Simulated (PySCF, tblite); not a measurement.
# C10H8: geometry, infrared bands and NMR shifts

Wanted: the infrared bands and NMR shifts of C10H8 (`C#CC#CC1=CCC=CC1`), by calculation.

Programs: tblite 0.8.0 and PySCF 2.14.0, with density-fitted response routines of our own. Each step states its level of theory. These are calculated values for one molecule in the gas phase, unless marked as measured. Atoms count from 0, in the outputs and in this text.

## 1. The starting structure

18 atoms, charge 0, multiplicity 1; geometry from: force field or distance geometry start.

Bonds of the start (Å): C0–C1 1.21, C1–C2 1.53, C2–C3 1.21, C3–C4 1.43, C4–C5 1.35, C5–C6 1.50, C6–C7 1.50, C7–C8 1.34, C8–C9 1.50, C9–C4 1.51, C0–H10 1.05, C5–H11 1.08, C6–H12 1.09, C6–H13 1.09, C7–H14 1.10, C8–H15 1.10, C9–H16 1.10, C9–H17 1.10.

## 2. Geometry optimisation with GFN2-xTB

What the job is given:

```
{"job": {"kind": "relax", "xc": "GFN2-xTB", "basis": "xTB"}, "charge": 0, "multiplicity": 1}
C      5.401100     0.035200    -0.681100
C      4.196800     0.037400    -0.541600
C      2.682800     0.022700    -0.338100
C      1.481400     0.028400    -0.201300
C      0.065000     0.007300    -0.002500
C     -0.706000     0.795200    -0.790300
C     -2.197300     0.868900    -0.689300
C     -2.767700    -0.024900     0.377300
C     -2.017400    -0.822400     1.156900
C     -0.526800    -0.891800     1.059400
H      6.446100     0.041000    -0.813800
H     -0.247900     1.427100    -1.541900
H     -2.637000     0.594600    -1.644100
H     -2.486100     1.899300    -0.474600
H     -3.857000    -0.013300     0.496000
H     -2.500300    -1.444700     1.917600
H     -0.097100    -0.618300     2.033300
H     -0.241300    -1.935300     0.846400
```

Command:

```bash
OMP_NUM_THREADS=1 python probes_run.py task.json out
```

This one command runs all jobs of the session in turn.

**Question.** This job is followed by: GFN2-xTB harmonic vibrations, gas phase; GIAO PBE0/pcSseg-1 NMR shielding, non-relativistic, gas phase. Predict these results of the whole session: strongest single infrared mode (GFN2-xTB); zero-point energy (GFN2-xTB); 13C shifts against TMS (PBE0/pcSseg-1); 1H shifts against TMS (PBE0/pcSseg-1, means over atoms taken as alike).

**Answer**, as computed:

```
                                                              quantity                                                               value
                             strongest single infrared mode (GFN2-xTB)                                               3069 cm⁻¹, 118 km/mol
                                          zero-point energy (GFN2-xTB)                                                       85.9 kcal/mol
                                13C shifts against TMS (PBE0/pcSseg-1)  146.4, 131.1, 129.3, 122.2, 84.2, 79.8, 79.7, 73.8, 33.6, 32.0 ppm
1H shifts against TMS (PBE0/pcSseg-1, means over atoms taken as alike)                              6.69, 6.00, 5.93, 3.06, 2.97, 1.84 ppm
```

What this shows: Relaxing lowered the energy by 0.594 eV in 48 steps; the close pair that moved most is C1–C2, from 1.528 to 1.355 Å. No mode is imaginary among the 48: a minimum at this level. The strongest single mode, at 3069 cm⁻¹, moves mainly H14. GFN2-xTB is a fitted tight-binding method: band positions and strengths are rough. Its intensities can rank the bands wrongly. At PBE0/pcSseg-1: Shielding is most anisotropic at C3 (span 311 ppm, paramagnetic term -143 ppm).
